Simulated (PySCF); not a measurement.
# WNH2ClO2 (SMILES [NH2][W](=[O])(=[O])[Cl]) at 6 levels

Aim: a comparison of 6 runs (HF/def2-SVP, PBE/def2-SVP, PBE0/def2-SVP, PBE0/def2-SVPD, B3LYP/def2-TZVP, PBE/def2-TZVP) of WNH2ClO2. The job is set up through a Python script.

The results are computed with PySCF 2.14.0.

### 1 The system as given

WNH2ClO2 has 7 atoms, charge 0, and is taken as a singlet. As SMILES, `[NH2][W](=[O])(=[O])[Cl]`. Geometry: a GFN2-xTB relaxation, a rough one for these elements and not checked as a minimum. This is one conformer, not always the lowest.

Bond lengths: N1–W2 1.975 Å, W2–O3 1.681 Å, W2–O4 1.681 Å, W2–Cl5 2.192 Å, N1–H6 1.027 Å, N1–H7 1.027 Å. Angles: N1–W2–O3 107.7°, N1–W2–O4 107.7°, N1–W2–Cl5 109.8°, O3–W2–O4 116.0°, O3–W2–Cl5 107.8°, O4–W2–Cl5 107.7°, W2–N1–H6 125.4°, W2–N1–H7 125.3°, H6–N1–H7 106.1°.

### 2 Energy and forces at HF/def2-SVP (core potential) (run 1)

Input file calc.py:

```python
import pyscf.grad
from pyscf import gto, scf

mol = gto.M(
    atom='''
N   -0.677510   0.625390   0.785150
W    0.413920  -0.447590  -0.462380
O    1.690530  -1.105640   0.411870
O   -0.607990  -1.548060  -1.218620
Cl   1.261350   0.851230  -2.011730
H   -1.702640   0.682560   0.781200
H   -0.377650   0.942110   1.714500
''',
    spin=0,
    charge=0,
    basis='def2-svp',
    verbose=3,
    ecp={'W': 'def2-svp'},
    max_memory=1860,
)

hf = scf.RHF(mol)
hf.conv_tol = 1e-10
hf.kernel()
if not hf.converged:
    hf = hf.newton().run(hf.mo_coeff, hf.mo_occ)

energy = hf.e_tot
print('E = %.10f Eh' % energy)
grad = hf.Gradients().kernel()
hf.analyze()
```

Started as:

```bash
OMP_NUM_THREADS=1 python calc.py
```

The log of the run:

```text
converged SCF energy = -731.034468903688
[... 14 lines left out ...]
MO #3   energy= -20.5860746734523  occ= 2
[... 8 lines left out ...]
MO #12  energy= -2.07228178676285  occ= 2
[... 8 lines left out ...]
MO #21  energy= -0.583592984482391 occ= 2
[... 8 lines left out ...]
MO #30  energy= 0.0813683895860522 occ= 0
[... 8 lines left out ...]
MO #39  energy= 0.253936561909502  occ= 0
[... 8 lines left out ...]
MO #48  energy= 0.812078965756606  occ= 0
[... 8 lines left out ...]
MO #57  energy= 1.04231835415422   occ= 0
[... 8 lines left out ...]
MO #66  energy= 1.3296935457043    occ= 0
[... 8 lines left out ...]
MO #75  energy= 1.60194970472849   occ= 0
[... 8 lines left out ...]
MO #84  energy= 2.378361898254     occ= 0
[... 8 lines left out ...]
MO #93  energy= 3.13221181230862   occ= 0
[... 8 lines left out ...]
MO #102 energy= 575.956114360169   occ= 0
[... 8 lines left out ...]
Dipole moment(X, Y, Z, Debye): -1.90239,  2.97486,  1.88158
```

Run time: 13 s. Hardware: 1 thread of Intel Xeon at 2.70GHz, shared host; peak memory 0.23 GiB.

### 3 Energy and gradient at PBE/def2-SVP (core potential) (run 2)

Input file input.py:

```python
import pyscf.grad
from pyscf import gto, dft

mol = gto.Mole()
mol.atom = '''
N     -1.280308     1.181816     1.483718
W      0.782195    -0.845823    -0.873772
O      3.194639    -2.089357     0.778321
O     -1.148935    -2.925409    -2.302858
Cl     2.383606     1.608592    -3.801619
H     -3.217523     1.289851     1.476254
H     -0.713655     1.780330     3.239935
'''
mol.verbose = 4
mol.spin = 0
mol.ecp = {'W': 'def2-svp'}
mol.max_memory = 1860
mol.unit = 'bohr'
mol.basis = 'def2-svp'
mol.build()

calc0 = dft.RKS(mol, xc='pbe')
calc0.conv_tol = 1e-10
calc0.grids.level = 5
calc0.kernel()
if not calc0.converged:
    calc0 = calc0.newton().run(calc0.mo_coeff, calc0.mo_occ)

e_final = calc0.e_tot
print('E = %.10f Eh' % e_final)
grad = calc0.Gradients().kernel()
dip = calc0.dip_moment()
pop, q = calc0.mulliken_pop()
```

Started as:

```bash
OMP_NUM_THREADS=1 python input.py
```

The log of the run:

```text
PySCF version 2.14.0

[... 88 lines left out ...]
converged SCF energy = -733.237124084872
[... 15 lines left out ...]
Dipole moment(X, Y, Z, Debye): -1.88082,  2.57268,  1.95864
[... 71 lines left out ...]
pop of  3 O 3dyz          0.00239
pop of  3 O 3dz^2         0.00206
pop of  3 O 3dxz          0.00218
pop of  3 O 3dx2-y2       0.00287
pop of  4 Cl 1s           1.99938
pop of  4 Cl 2s           1.98290
pop of  4 Cl 3s           1.28186
pop of  4 Cl 4s           0.68740
pop of  4 Cl 2px          1.97630
pop of  4 Cl 2py          1.97554
pop of  4 Cl 2pz          1.97556
pop of  4 Cl 3px          0.74049
pop of  4 Cl 3py          0.71514
pop of  4 Cl 3pz          0.71598
pop of  4 Cl 4px          1.07592
pop of  4 Cl 4py          1.01758
pop of  4 Cl 4pz          1.01917
pop of  4 Cl 3dxy         0.00346
pop of  4 Cl 3dyz         0.00649
pop of  4 Cl 3dz^2        0.00503
pop of  4 Cl 3dxz         0.00460
pop of  4 Cl 3dx2-y2      0.00312
pop of  5 H 1s            0.69460
pop of  5 H 2s            0.09613
pop of  5 H 2px           0.02292
pop of  5 H 2py           0.01120
pop of  5 H 2pz           0.01008
pop of  6 H 1s            0.69472
pop of  6 H 2s            0.09606
pop of  6 H 2px           0.01147
pop of  6 H 2py           0.01245
pop of  6 H 2pz           0.02029
 ** Mulliken atomic charges  **
charge of    0N =     -0.42007
charge of    1W =      0.84657
charge of    2O =     -0.28540
charge of    3O =     -0.28527
charge of    4Cl =     -0.18591
charge of    5H =      0.16507
charge of    6H =      0.16502
```

It took 62 s on 1 thread of Intel Xeon at 2.70GHz, shared host; peak memory 1 GiB.

### 4 Energy and forces at PBE0/def2-SVP (core potential) (run 3)

Input file input.py:

```python
from pyscf import gto, dft

molecule = gto.Mole()
molecule.atom = '''
N     -1.280308     1.181816     1.483718
W      0.782195    -0.845823    -0.873772
O      3.194639    -2.089357     0.778321
O     -1.148935    -2.925409    -2.302858
Cl     2.383606     1.608592    -3.801619
H     -3.217523     1.289851     1.476254
H     -0.713655     1.780330     3.239935
'''
molecule.max_memory = 1860
molecule.basis = 'def2-svp'
molecule.ecp = {'W': 'def2-svp'}
molecule.unit = 'bohr'
molecule.verbose = 3
molecule.build()

myscf = dft.RKS(molecule, xc='pbe0')
myscf.conv_tol = 1e-10
myscf.grids.level = 5
myscf.kernel()
if not myscf.converged:
    myscf = myscf.newton().run(myscf.mo_coeff, myscf.mo_occ)

etot = myscf.e_tot
print('E = %.10f Eh' % etot)
grad = myscf.nuc_grad_method().kernel()
dip = myscf.dip_moment()
pop, q = myscf.mulliken_pop()
```

Started as:

```bash
OMP_NUM_THREADS=1 python input.py
```

The log of the run:

```text
converged SCF energy = -733.19080206416
[... 11 lines left out ...]
Dipole moment(X, Y, Z, Debye): -1.91214,  2.65740,  1.98037
[... 71 lines left out ...]
pop of  3 O 3dyz          0.00251
pop of  3 O 3dz^2         0.00219
pop of  3 O 3dxz          0.00228
pop of  3 O 3dx2-y2       0.00302
pop of  4 Cl 1s           1.99941
pop of  4 Cl 2s           1.98533
pop of  4 Cl 3s           1.26197
pop of  4 Cl 4s           0.70733
pop of  4 Cl 2px          1.97767
pop of  4 Cl 2py          1.97692
pop of  4 Cl 2pz          1.97693
pop of  4 Cl 3px          0.73593
pop of  4 Cl 3py          0.71012
pop of  4 Cl 3pz          0.71078
pop of  4 Cl 4px          1.09156
pop of  4 Cl 4py          1.03332
pop of  4 Cl 4pz          1.03349
pop of  4 Cl 3dxy         0.00340
pop of  4 Cl 3dyz         0.00664
pop of  4 Cl 3dz^2        0.00491
pop of  4 Cl 3dxz         0.00458
pop of  4 Cl 3dx2-y2      0.00306
pop of  5 H 1s            0.68790
pop of  5 H 2s            0.08552
pop of  5 H 2px           0.02465
pop of  5 H 2py           0.01094
pop of  5 H 2pz           0.00954
pop of  6 H 1s            0.68803
pop of  6 H 2s            0.08546
pop of  6 H 2px           0.01107
pop of  6 H 2py           0.01241
pop of  6 H 2pz           0.02166
 ** Mulliken atomic charges  **
charge of    0N =     -0.49927
charge of    1W =      1.04222
charge of    2O =     -0.34129
charge of    3O =     -0.34114
charge of    4Cl =     -0.22336
charge of    5H =      0.18146
charge of    6H =      0.18139
```

Wall time 46 s (1 thread of Intel Xeon at 2.70GHz, shared host); peak memory 1 GiB.

Runs 4 to 5 aren't shown in full; the table further down has their settings and results.

### 5 Energy and forces at PBE/def2-TZVP (core potential) (run 6)

Input file calc.py:

```python
from pyscf import gto, dft

mol = gto.Mole()
mol.atom = [
    ('N', (-0.677510, 0.625390, 0.785150)),
    ('W', (0.413920, -0.447590, -0.462380)),
    ('O', (1.690530, -1.105640, 0.411870)),
    ('O', (-0.607990, -1.548060, -1.218620)),
    ('Cl', (1.261350, 0.851230, -2.011730)),
    ('H', (-1.702640, 0.682560, 0.781200)),
    ('H', (-0.377650, 0.942110, 1.714500)),
]
mol.spin = 0
mol.ecp = {'W': 'def2-svp'}
mol.max_memory = 1860
mol.verbose = 3
mol.charge = 0
mol.basis = 'def2-tzvp'
mol.build()

ks = dft.RKS(mol)
ks.xc = 'pbe'
ks.conv_tol = 1e-10
ks.grids.level = 5
ks.kernel()
if not ks.converged:
    ks = ks.newton().run(ks.mo_coeff, ks.mo_occ)

e_final = ks.e_tot
print('E(%s) = %.9f' % ('PBE', e_final))
grad = ks.nuc_grad_method().kernel()
dip = ks.dip_moment()
pop, q = ks.mulliken_pop()
```

Started as:

```bash
OMP_NUM_THREADS=1 python calc.py
```

The log of the run:

```text
converged SCF energy = -733.664722044435
[... 11 lines left out ...]
Dipole moment(X, Y, Z, Debye): -1.78093,  2.58911,  1.81266
[... 151 lines left out ...]
pop of  4 Cl 6px          0.50089
pop of  4 Cl 6py          0.46380
pop of  4 Cl 6pz          0.45412
pop of  4 Cl 3dxy         0.00136
pop of  4 Cl 3dyz         0.00275
pop of  4 Cl 3dz^2        0.00178
pop of  4 Cl 3dxz         0.00182
pop of  4 Cl 3dx2-y2      0.00108
pop of  4 Cl 4dxy         0.00488
pop of  4 Cl 4dyz         0.00767
pop of  4 Cl 4dz^2        0.00817
pop of  4 Cl 4dxz         0.00654
pop of  4 Cl 4dx2-y2      0.00528
pop of  4 Cl 4f-3         0.00023
pop of  4 Cl 4f-2         0.00075
pop of  4 Cl 4f-1         0.00073
pop of  4 Cl 4f+0         0.00048
pop of  4 Cl 4f+1         0.00045
pop of  4 Cl 4f+2         0.00066
pop of  4 Cl 4f+3         0.00026
pop of  5 H 1s            0.26406
pop of  5 H 2s            0.38105
pop of  5 H 3s            0.05371
pop of  5 H 2px           0.01838
pop of  5 H 2py           0.01084
pop of  5 H 2pz           0.00844
pop of  6 H 1s            0.26413
pop of  6 H 2s            0.38111
pop of  6 H 3s            0.05369
pop of  6 H 2px           0.00818
pop of  6 H 2py           0.01203
pop of  6 H 2pz           0.01746
 ** Mulliken atomic charges  **
charge of    0N =     -0.67413
charge of    1W =      1.25025
charge of    2O =     -0.42361
charge of    3O =     -0.42346
charge of    4Cl =     -0.25597
charge of    5H =      0.26351
charge of    6H =      0.26340
```

Wall time 2.2 min (1 thread of Intel Xeon at 2.70GHz, shared host); peak memory 2.5 GiB.

### 6 Overview of the runs

| run | level | integration grid | energy (Eh) | dipole moment (D) | HOMO energy (eV) | LUMO energy (eV) | wall time |
| --- | --- | --- | --- | --- | --- | --- | --- |
| 1 | HF/def2-SVP (core potential) | – | -731.034469 | 4.00 | -12.18 | 1.42 | 13 s |
| 2 | PBE/def2-SVP (core potential) | 5 | -733.237124 | 3.74 | -7.22 | -2.62 | 62 s |
| 3 | PBE0/def2-SVP (core potential) | 5 | -733.190802 | 3.83 | -8.68 | -1.96 | 46 s |
| 4 | PBE0/def2-SVPD (core potential) | 5 | -733.214088 | 3.71 | -8.84 | -2.29 | 78 s |
| 5 | B3LYP/def2-TZVP (core potential) | 5 | -734.044292 | 3.70 | -8.49 | -2.31 | 2.5 min |
| 6 | PBE/def2-TZVP (core potential) | 5 | -733.664722 | 3.63 | -7.33 | -2.80 | 2.2 min |

### 7 Summary of results

```
                       quantity          value
            run 6: total energy  -733.66472 Eh
           run 6: dipole moment         3.63 D
             run 6: HOMO energy       -7.33 eV
             run 6: LUMO energy       -2.80 eV
           run 6: HOMO–LUMO gap        4.53 eV
run 6: largest force on an atom     3.966 eV/Å
```

What this shows: The dipole moment (its size) runs from 3.63 D (PBE/def2-TZVP) to 4.00 D (HF/def2-SVP). The two ends differ in method and basis. The HOMO–LUMO gap runs from 4.53 eV (PBE/def2-TZVP) to 13.61 eV (HF/def2-SVP). Totals of different functionals can't be ranked against each other. All runs together took 8.1 min, the longest 2.5 min.
